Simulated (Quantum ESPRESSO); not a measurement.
This Quantum ESPRESSO 7.5 run on WC4 needs a look.

Contents of pw.in:

```
&CONTROL
  calculation = 'vc-relax'
  prefix = 'pwscf'
  outdir = './tmp'
  pseudo_dir = './pseudo'
  tprnfor = .true.
  tstress = .true.
  disk_io = 'low'
  nstep = 30
  forc_conv_thr = 0.0004
  etot_conv_thr = 1d-05
/
&SYSTEM
  ibrav = 0
  nat = 5
  ntyp = 2
  ecutwfc = 82
  nbnd = 22
  input_dft = 'pbe'
  occupations = 'smearing'
  smearing = 'gaussian'
  degauss = 0.00999582
  vdw_corr = 'grimme-d3'
  dftd3_version = 3
  conv_thr = 1d-08
/
&ELECTRONS
  conv_thr = 1d-09
  electron_maxstep = 80
  mixing_beta = 0.5
/
&IONS
  ion_dynamics = 'bfgs'
/
&CELL
  cell_dynamics = 'bfgs'
  press = 0
  press_conv_thr = 0.3
/
ATOMIC_SPECIES
W    183.8400 W.upf
C     12.0110 C.upf
CELL_PARAMETERS angstrom
  -2.5415724900    2.5415724900    2.5415724900
   2.5415724900   -2.5415724900    2.5415724900
   2.5415724900    2.5415724900   -2.5415724900
ATOMIC_POSITIONS crystal
W      0.0000000000    0.0000000000    0.0000000000
C      0.0000000000    0.0000000000    0.5000000000
C      0.5000000000    0.0000000000    0.0000000000
C      0.5000000000    0.5000000000    0.5000000000
C      0.0000000000    0.5000000000    0.0000000000
K_POINTS automatic
7 7 7 0 0 0
```

Potentials or basis: PseudoDojo 0.4.1 SR LDA standard.

The run is started by

```bash
$ OMP_NUM_THREADS=1 pw.x -in pw.in > pw.out
```

pw.out:

```text
This program is part of the open-source Quantum ESPRESSO suite
     for quantum simulation of materials; please cite
         "P. Giannozzi et al., J. Phys.:Condens. Matter 21 395502 (2009);
         "P. Giannozzi et al., J. Phys.:Condens. Matter 29 465901 (2017);
         "P. Giannozzi et al., J. Chem. Phys. 152 154105 (2020);
     in publications or presentations arising from this work. More details at

 %%%%%%%%%%%%%%%%%%%%%%%%%%%%%%%%%%%%%%%%%%%%%%%%%%%%%%%%%%%%%%%%%%%%%%%%%%%%%%
     Error in routine  read_namelists (1):
      bad line in namelist &system: "  conv_thr = 1d-08" (error could be in the previous line)
 %%%%%%%%%%%%%%%%%%%%%%%%%%%%%%%%%%%%%%%%%%%%%%%%%%%%%%%%%%%%%%%%%%%%%%%%%%%%%%

     stopping ...
```

Task: What happened, and what is wrong with the input?

Result: The program refused the input. The input holds a flaw that was put in on purpose: key in the wrong namelist (conv_thr = 1e-08).
